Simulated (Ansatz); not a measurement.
# Cl₂FHSSn: geometry optimisation

The task: find the minimum of Cl₂FHSSn nearest to the start.

The runs use Ansatz 0.2.0; RKS BHLYP-D4/def2-SVPD.

1 further run of the same task is left out (set aside as unsound or not needed).

### 1 Where the work starts

6 atoms, charge 0, spin multiplicity 1.

Atoms are counted from 1 here; the program's logs count them from 0.

Bond lengths: F1–Sn2 1.964 Å, Sn2–S3 2.411 Å, Sn2–Cl4 2.350 Å, Sn2–Cl5 2.357 Å, S3–H6 1.368 Å. Angles: F1–Sn2–S3 110.7°, F1–Sn2–Cl4 107.1°, F1–Sn2–Cl5 104.0°, S3–Sn2–Cl4 109.9°, S3–Sn2–Cl5 114.0°, Cl4–Sn2–Cl5 110.8°, Sn2–S3–H6 91.1°.

Geometry (Å):

```mol
Cl2FHSSn
  3D, bonds by distance, orders not assigned

  6  5  0  0  0  0  0  0  0  0999 V2000
   -1.8758    0.4198    0.7693 F   0  0
   -0.3120   -0.0422   -0.3256 Sn  0  0
    1.4355   -0.9863    1.0405 S   0  0
   -1.0240   -1.6208   -1.9146 Cl  0  0
    0.2749    1.9889   -1.3675 Cl  0  0
    1.5435    0.1768    1.7517 H   0  0
  1  2  8  0
  2  3  8  0
  2  4  8  0
  2  5  8  0
  3  6  8  0
M  END
```

### 2 Relaxation

File input.yaml:

```yaml
crystal:
  periodic: [false, false, false]
  atoms:
    - { symbol: F, position_ang: [-1.875812, 0.419763, 0.769328] }
    - { symbol: Sn, position_ang: [-0.311983, -0.042209, -0.325602] }
    - { symbol: S, position_ang: [1.435481, -0.986342, 1.040534] }
    - { symbol: Cl, position_ang: [-1.023966, -1.620778, -1.914612] }
    - { symbol: Cl, position_ang: [0.274896, 1.988879, -1.36751] }
    - { symbol: H, position_ang: [1.543483, 0.176787, 1.751662] }
basis:
  gaussian: { orbitals: def2-SVPD }
hamiltonian:
  xc: { name: BHLYP }
  dispersion: d4
output:
  forces: true
relax:
  f_tol: 0.003
  max_steps: 120
```

Command:

```sh
$ ansatz run input.yaml --threads 1 --pin off --max-ram 2560MiB --backend cpu --events-out ev --progress --plain --runs-dir out
```

The program printed, shortened:

```text
Warning: RAYON_NUM_THREADS=1 ignored (pool sized by the plan → 1); use --threads N
[...]
Functional definition: BHLYP
[...]
1556 factors; integrals over basis functions are off by at most 1.1e-4 eV
[...]
mean field -44433.39530132 eV, -1632.8971592863 hartree, gradient 4.5e-5 eV, S^2 0.000000; 0 other end points of the search recorded, 0 dependent functions left out
[...]
reference -44433.39549675 eV, -1632.8971664682 hartree; 41, 41 occupied and 103, 103 virtual orbitals, 1556 factors
relax step   1: F+E_penalty+E_count = -44433.74140541 eV  Δ(F+E_penalty+E_count) = +0.000e0 eV  max|allowed force component| = 8.303e-1 eV/Å  Δτ_max = 0.0000 Å  (28 SCF iters, accepted)
[...]
relax step   4: F+E_penalty+E_count = -44433.79544317 eV  Δ(F+E_penalty+E_count) = -2.082e-3 eV  max|allowed force component| = 2.442e-1 eV/Å  Δτ_max = 0.0386 Å  (34 SCF iters, accepted)
[...]
relax step   7: F+E_penalty+E_count = -44433.79886721 eV  Δ(F+E_penalty+E_count) = -1.020e-4 eV  max|allowed force component| = 1.744e-2 eV/Å  Δτ_max = 0.0201 Å  (34 SCF iters, accepted)
[...]
relax step  10: F+E_penalty+E_count = -44433.79893570 eV  Δ(F+E_penalty+E_count) = -6.345e-6 eV  max|allowed force component| = 7.337e-3 eV/Å  Δτ_max = 0.0072 Å  (34 SCF iters, accepted)
[...]
relax step  11: F+E_penalty+E_count = -44433.79893897 eV  Δ(F+E_penalty+E_count) = -3.277e-6 eV  max|allowed force component| = 5.953e-3 eV/Å  Δτ_max = 0.0040 Å  (25 SCF iters, accepted)
[...]
relax step  12: F+E_penalty+E_count = -44433.79894063 eV  Δ(F+E_penalty+E_count) = -1.659e-6 eV  max|allowed force component| = 7.872e-4 eV/Å  Δτ_max = 0.0007 Å  (21 SCF iters, accepted)
1556 factors; integrals over basis functions are off by at most 1.0e-4 eV
[...]
mean field -44433.44773200 eV, -1632.8990860786 hartree, gradient 3.0e-5 eV, S^2 0.000000; 1 other end points of the search recorded, 0 dependent functions left out
[...]
reference -44433.44792641 eV, -1632.8990932229 hartree; 41, 41 occupied and 103, 103 virtual orbitals, 1556 factors
Total energy: -44433.79913504 eV, -1632.9119999019 hartree
Atom 0 at    -1.873932     0.399234     0.723537 Å, force     0.000487    -0.000089    -0.000268 eV/Å
Atom 1 at    -0.320741    -0.046102    -0.312398 Å, force    -0.000215    -0.000408     0.000787 eV/Å
Atom 2 at     1.381889    -0.975088     1.062087 Å, force    -0.000306     0.000669    -0.000009 eV/Å
Atom 3 at    -1.013234    -1.592204    -1.895068 Å, force    -0.000098    -0.000209    -0.000202 eV/Å
Atom 4 at     0.273327     1.959825    -1.322799 Å, force     0.000148     0.000415    -0.000084 eV/Å
Atom 5 at     1.594789     0.190436     1.698442 Å, force    -0.000015    -0.000377    -0.000224 eV/Å
Dipole moment:     0.474209    -0.059401     0.171588 e Å
```

Run time: 2.6 min. Hardware: 1 thread of Arm Neoverse V2, shared host; peak memory 0.43 GiB.

Relaxation path:

```csv
step,energy from step 1 (eV),largest force component (eV/Å)
1,0.0000,0.8303
2,-0.0409,0.3378
3,-0.0520,0.3417
4,-0.0540,0.2442
5,-0.0570,0.0577
6,-0.0574,0.0224
7,-0.0575,0.0174
8,-0.0575,0.0134
9,-0.0575,0.0100
10,-0.0575,0.0073
11,-0.0575,0.0060
12,-0.0575,0.0008
```

Distances of close pairs at the start and the end, largest changes first:

```
   bond  before (Å)  after (Å)  change (Å)
 F1–Sn2       1.964      1.919      -0.045
Sn2–Cl5       2.357      2.323      -0.034
 Sn2–S3       2.411      2.377      -0.033
Sn2–Cl4       2.350      2.318      -0.032
  S3–H6       1.368      1.345      -0.023
```

### 3 Results

| quantity | value |
| --- | --- |
| energy gained | 0.0575 eV |
| root mean square move | 0.052 Å |
| dipole moment | 2.44 D |

Bond lengths: F1–Sn2 1.919 Å, Sn2–S3 2.377 Å, Sn2–Cl4 2.318 Å, Sn2–Cl5 2.323 Å, S3–H6 1.345 Å. Angles: F1–Sn2–S3 111.0°, F1–Sn2–Cl4 106.3°, F1–Sn2–Cl5 104.0°, S3–Sn2–Cl4 110.4°, S3–Sn2–Cl5 113.9°, Cl4–Sn2–Cl5 110.8°, Sn2–S3–H6 92.8°. No frequencies were computed here.
